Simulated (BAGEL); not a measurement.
# SiH3Se (SMILES [SiH2][SeH]) at ROHF/6-31G(d) (density fitting with qzvpp-jkfit, spherical functions)

What is the energy change on altering one bond length of SiH3Se at ROHF/6-31G* (density fitting with qzvpp-jkfit, spherical functions)? 

The results are computed with BAGEL 1.2.2.

2 further runs of the same task are left out: 2 that didn't finish.

**1. The molecule**

The species is SiH3Se (5 atoms), meant as a doublet with charge 0. As SMILES, `[SiH2][SeH]`. The shape is that of a PBE0-D4/def2-TZVP optimisation. This is one conformer, not always the lowest.

Bond lengths: Si1–Se2 2.272 Å, Si1–H3 1.492 Å, Si1–H4 1.489 Å, Se2–H5 1.469 Å. Angles: Si1–Se2–H5 93.1°, Se2–Si1–H3 111.1°, Se2–Si1–H4 104.9°, H3–Si1–H4 110.2°.

**2. The energy at ROHF/6-31G(d) (density fitting with qzvpp-jkfit, spherical functions)**

input.json

```json
{ "bagel" : [

{
  "title" : "molecule",
  "basis" : "6-31gs.json",
  "df_basis" : "qzvpp-jkfit",
  "angstrom" : true,
  "geometry" : [
    { "atom" : "Si", "xyz" : [       0.060900,      -0.791800,       0.205800 ] },
    { "atom" : "Se", "xyz" : [       0.776600,       1.182400,      -0.661900 ] },
    { "atom" : "H", "xyz" : [      -1.304300,      -0.656200,       0.791600 ] },
    { "atom" : "H", "xyz" : [       0.034200,      -1.731400,      -0.948800 ] },
    { "atom" : "H", "xyz" : [       0.482600,       1.923300,       0.572000 ] }
  ]
},

{
  "title" : "rohf",
  "nopen" : 1
},

{
  "title" : "print",
  "file" : "orbitals.molden",
  "orbitals" : true
}

]}
```

The basis set 6-31G* is read from a file made from the Basis Set Exchange's data (not shown).

Launch:

```sh
$ BAGEL_NUM_THREADS=1 BAGEL input.json > input.out
```

Output:

```text
* using 1 threads per process

  ===============================================================
  ===============================================================

  *** Geometry ***

  { "atom" : "Si", "xyz" : [      0.115084,     -1.496285,      0.388906 ] },
  { "atom" : "Se", "xyz" : [      1.467561,      2.234412,     -1.250810 ] },
  { "atom" : "H", "xyz" : [     -2.464770,     -1.240038,      1.495907 ] },
  { "atom" : "H", "xyz" : [      0.064629,     -3.271872,     -1.792972 ] },
  { "atom" : "H", "xyz" : [      0.911982,      3.634510,      1.080923 ] },

  Number of auxiliary basis functions:      448

  Since a DF basis is specified, we compute 2- and 3-index integrals:
    o Being stored without compression. Storage requirement is 0.011 GB

  Number of basis functions:       56
  Number of electrons      :       51

    * METHOD: MOLECULE                             0.20

  *** Open-shell HF ***

  === Nuclear Repulsion ===
   147.9373732734

      * DIIS with orbital gradients will be used.

  === ROHF iteration (6-31gs.json) ===
      0      -2690.10813627          0.02412857           0.11
      1      -2690.16258756          0.01202798           0.08
      2      -2690.17225690          0.00682931           0.09
      3      -2690.17497239          0.00126057           0.09
      4      -2690.17553495          0.00043211           0.08
      5      -2690.17570563          0.00017150           0.07
      6      -2690.17574511          0.00003629           0.07
      7      -2690.17576954          0.00001300           0.08
      8      -2690.17577183          0.00000597           0.08
      9      -2690.17577258          0.00000190           0.08
     10      -2690.17577265          0.00000087           0.08
     11      -2690.17577268          0.00000033           0.07
     12      -2690.17577264          0.00000012           0.08
     13      -2690.17577263          0.00000005           0.08
     14      -2690.17577263          0.00000002           0.08
     15      -2690.17577263          0.00000001           0.08
     16      -2690.17577264          0.00000000           0.08
    * SCF iteration converged.

    * S^2 (ROHF) is 0.7500

    * Permanent dipole moment:
           (    0.153106,     0.260709,    -0.457220) a.u.

    * METHOD: ROHF                                 1.61

    * METHOD: PRINT                                0.01

  ===============================================================
```

Wall time 2 s (1 thread of Intel Xeon 6975P-C (Granite Rapids), shared host); peak memory 0.087 GiB.

**3. The distorted shape, same level**

job.json

```json
{ "bagel" : [

{
  "title" : "molecule",
  "basis" : "6-31gs.json",
  "df_basis" : "qzvpp-jkfit",
  "angstrom" : true,
  "geometry" : [
    { "atom" : "Si", "xyz" : [      -0.046469,      -1.087969,       0.335972 ] },
    { "atom" : "Se", "xyz" : [       0.776600,       1.182400,      -0.661900 ] },
    { "atom" : "H", "xyz" : [      -1.411669,      -0.952369,       0.921772 ] },
    { "atom" : "H", "xyz" : [      -0.073169,      -2.027569,      -0.818628 ] },
    { "atom" : "H", "xyz" : [       0.482600,       1.923300,       0.572000 ] }
  ]
},

{
  "title" : "rohf",
  "nopen" : 1
},

{
  "title" : "print",
  "file" : "orbitals.molden",
  "orbitals" : true
}

]}
```

The basis set 6-31G* is read from a file made from the Basis Set Exchange's data (not shown).

Launch:

```sh
$ BAGEL_NUM_THREADS=1 BAGEL job.json > job.out
```

Output:

```text
* using 1 threads per process

  ===============================================================
  ===============================================================

  *** Geometry ***

  { "atom" : "Si", "xyz" : [     -0.087814,     -2.055963,      0.634895 ] },
  { "atom" : "Se", "xyz" : [      1.467561,      2.234412,     -1.250810 ] },
  { "atom" : "H", "xyz" : [     -2.667668,     -1.799717,      1.741897 ] },
  { "atom" : "H", "xyz" : [     -0.138269,     -3.831550,     -1.546983 ] },
  { "atom" : "H", "xyz" : [      0.911982,      3.634510,      1.080923 ] },

  Number of auxiliary basis functions:      448

  Since a DF basis is specified, we compute 2- and 3-index integrals:
    o Being stored without compression. Storage requirement is 0.011 GB

  Number of basis functions:       56
  Number of electrons      :       51

    * METHOD: MOLECULE                             0.19

  *** Open-shell HF ***

  === Nuclear Repulsion ===
   132.1371870589

      * DIIS with orbital gradients will be used.

  === ROHF iteration (6-31gs.json) ===
      0      -2690.06763242          0.02599225           0.08
      1      -2690.13681834          0.01483507           0.07
      2      -2690.15181546          0.00897121           0.08
      3      -2690.15681551          0.00141598           0.07
      4      -2690.15769269          0.00060863           0.08
      5      -2690.15798212          0.00024749           0.08
      6      -2690.15806730          0.00006111           0.08
      7      -2690.15809870          0.00002693           0.08
      8      -2690.15810167          0.00001354           0.08
      9      -2690.15810245          0.00000517           0.08
     10      -2690.15810179          0.00000227           0.08
     11      -2690.15810177          0.00000085           0.07
     12      -2690.15810161          0.00000031           0.07
     13      -2690.15810157          0.00000015           0.07
     14      -2690.15810157          0.00000007           0.07
     15      -2690.15810157          0.00000003           0.08
     16      -2690.15810157          0.00000002           0.07
     17      -2690.15810157          0.00000001           0.07
    * SCF iteration converged.

    * S^2 (ROHF) is 0.7500

    * Permanent dipole moment:
           (    0.296593,     0.672386,    -0.618764) a.u.

    * METHOD: ROHF                                 1.58

    * METHOD: PRINT                                0.00

  ===============================================================
```

Wall time 2 s (1 thread of Intel Xeon 6975P-C (Granite Rapids), shared host); peak memory 0.087 GiB.

**4. Outcome**

Level: ROHF/6-31G* (density fitting with qzvpp-jkfit, spherical functions).

```
                                                           quantity           value
                                          first shape: total energy  -2690.17577 Eh
                                         first shape: dipole moment          1.39 D
                                                  first shape: ⟨S²⟩           0.750
                                      distorted shape: total energy  -2690.15810 Eh
                                     distorted shape: dipole moment          2.44 D
                                              distorted shape: ⟨S²⟩           0.750
energy change with the Si1–Se2 bond stretched from 2.272 to 2.613 Å        0.481 eV
```

With the Si1–Se2 bond stretched from 2.272 to 2.613 Å the energy rises by 0.48 eV (11.1 kcal/mol). The first shape isn't relaxed at this level, so the change isn't measured from a minimum.
